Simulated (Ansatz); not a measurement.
# GaH (triplet): wave-function methods side by side, cc-pVQZ

Aim: climb from Hartree-Fock through coupled cluster for GaH (triplet) at one geometry and basis, and see what each rung misses.

The runs use Ansatz 0.2.0, Gaussian basis; cc-pVQZ, core rule «outside noble gas», up to 14 orbitals frozen.

Plan: UHF; CCSD(T) on ROHF; CCSD(T) on UHF; BCCD(T) on ROHF; CCSDT(Q) on ROHF; CCSDT(Q) on UHF; Full CI.

17 further runs of the same task are left out: 4 for a known fault of the program, 6 that didn't finish, 7 set aside as unsound or not needed. Runs told in other sessions of the task aren't counted.

### Step 1. The geometry

The geometry is a PBE0/def2-TZVP stationary point (not a proven minimum). No spin-orbit coupling is included. The filled d shell of Ga may be among the frozen orbitals whatever the setting's name suggests.

2 atoms, charge 0, spin multiplicity 3.

Atoms are counted from 1 here; the program's logs count them from 0.

Bond lengths: Ga1–H2 1.607 Å.

### Step 2. UHF

Input file in.yaml:

```yaml
crystal:
  periodic: [false, false, false]
  atoms:
    - {symbol: Ga, position_ang: [0.000000, 0.000000, 0.000000]}
    - {symbol: H, position_ang: [0.000000, 0.000000, 1.606800]}
basis:
  gaussian: {orbitals: cc-pVQZ}
magnetization: {spin_polarized: true, initial_magnetization: 2}
hamiltonian: {xc: hf}
output: {orbitals: {seedname: orbitals}}
```

The run is started by

```console
$ ansatz run in.yaml --threads 1 --pin off --events-out ev --progress --plain --max-ram 2393MiB
```

Further steps of the session: CCSD(T) on ROHF; CCSD(T) on UHF; BCCD(T) on ROHF; CCSDT(Q) on ROHF; CCSDT(Q) on UHF; Full CI.

Q: Predict the results of all the runs planned. Wanted: FCI from the RHF energy; RMP2 from FCI; UMP2 from FCI; RCCSD from FCI; RCCSD(T) from FCI; UCCSD(T) from FCI; RCCSDT(Q) from FCI; UCCSDT(Q) from FCI; T1 diagnostic.

As calculated:

```
                         quantity                                                                     value
          FCI from the ROHF energy                                                                -1.6817 eV
                    RMP2 from FCI                                                                +422.6 meV
                    UMP2 from FCI                                                                +385.2 meV
                   RCCSD from FCI                                                                 +55.3 meV
                RCCSD(T) from FCI                                                                 +11.2 meV
                UCCSD(T) from FCI                                                                  -7.8 meV
               RCCSDT(Q) from FCI                                                                  -2.3 meV
               UCCSDT(Q) from FCI                                                                 -20.8 meV
levels within 1 kcal/mol (43 meV)  UCCSD, RCCSD(T), UCCSD(T), BCCD(T), RCCSDT, UCCSDT, RCCSDT(Q), UCCSDT(Q)
                    T1 diagnostic                                                                     0.040
   effectively unpaired electrons                                                                      2.02
```

RCCSD(T) misses by +11.2 meV, 0.7 % of the correlation energy. UCCSD(T), UCCSDT, RCCSDT(Q), UCCSDT(Q) fall below full CI: unrestricted runs freeze a spin-polarised core, another one than full CI's, and coupled cluster isn't variational. One determinant dominates. These misses are within one basis, not against nature; the frozen cores of restricted and unrestricted runs differ, which can shift their rows.

Levels on UHF freeze UHF's core orbitals, full CI those of ROHF, so the U rows can settle a little off it for that reason alone.
